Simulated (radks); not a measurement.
# The Coulomb parameter U of the 4f shell of Yb³⁺

Aim: U as the second difference [E(n + 0.25) + E(n − 0.25) − 2E(n)]/0.25², with all orbitals relaxed. Bare: the atom's charge changes with n. Screened: the 5d shell takes up the change. The start is a model configuration, not necessarily the ground state.

Program: radks (a radial shooting solver on a logarithmic mesh, Libxc functionals) version 1. Level of theory: scalar-relativistic Kohn-Sham, LDA (Slater exchange, Perdew-Wang correlation), spin-unpolarised, spherical densities, finite nucleus. These are calculated values, not measurements, unless marked.

## 1. Starting point

| Item | Value |
| --- | --- |
| element | ytterbium (Z = 70) |
| charge | +3 |
| electrons | 67 |
| configuration | [Xe] 4f11 5d2 |
| nuclear rms radius | 5.3108 fm |

The outer shells:

Yb³⁺
```
[Xe] core
4f [↑↓][↑↓][↑↓][↑↓][↑ ][↑ ][↑ ]
5d [↑ ][↑ ][  ][  ][  ]
```

## 2. Start: [Xe] 4f11 5d2

Input:

```text
Z 70
configuration [Xe] 4f11 5d2
relativity scalar-relativistic
functional lda,pw
spin unpolarised
nucleus finite rms 5.3108 fm
c 137.035999084
```

## 3. Bare +0.25: [Xe] 4f11.25 5d2

Input: that of step 2 with these lines changed.

```diff
@@ -1,3 +1,3 @@
 Z 70
-configuration [Xe] 4f11 5d2
+configuration [Xe] 4f11.25 5d2
 relativity scalar-relativistic
```

## 4. Bare -0.25: [Xe] 4f10.75 5d2

Input:

```text
Z 70
configuration [Xe] 4f10.75 5d2
relativity scalar-relativistic
functional lda,pw
spin unpolarised
nucleus finite rms 5.3108 fm
c 137.035999084
```

## 5. Screened +0.25: [Xe] 4f11.25 5d1.75

Input:

```text
Z 70
configuration [Xe] 4f11.25 5d1.75
relativity scalar-relativistic
functional lda,pw
spin unpolarised
nucleus finite rms 5.3108 fm
c 137.035999084
```

## 6. Screened -0.25: [Xe] 4f10.75 5d2.25

Input:

```text
Z 70
configuration [Xe] 4f10.75 5d2.25
relativity scalar-relativistic
functional lda,pw
spin unpolarised
nucleus finite rms 5.3108 fm
c 137.035999084
```

Before running it: what results should come out?

**Answer**, as computed:

| quantity | value (eV) |
| --- | --- |
| U, bare | 21.725 |
| U, screened by 5d | 6.709 |
| F0(4f,4f), frozen orbitals | 37.278 |

**Reading.** Relaxing the orbitals brings U down to 58 % of the Slater integral F0. Letting 5d compensate leaves 31 % of the bare value; this second difference measures U(4f,4f) + U(5d,5d) − 2U(4f,5d). A solid screens further than the bare atom, so the bare value is an upper guide for the U of a crystal.
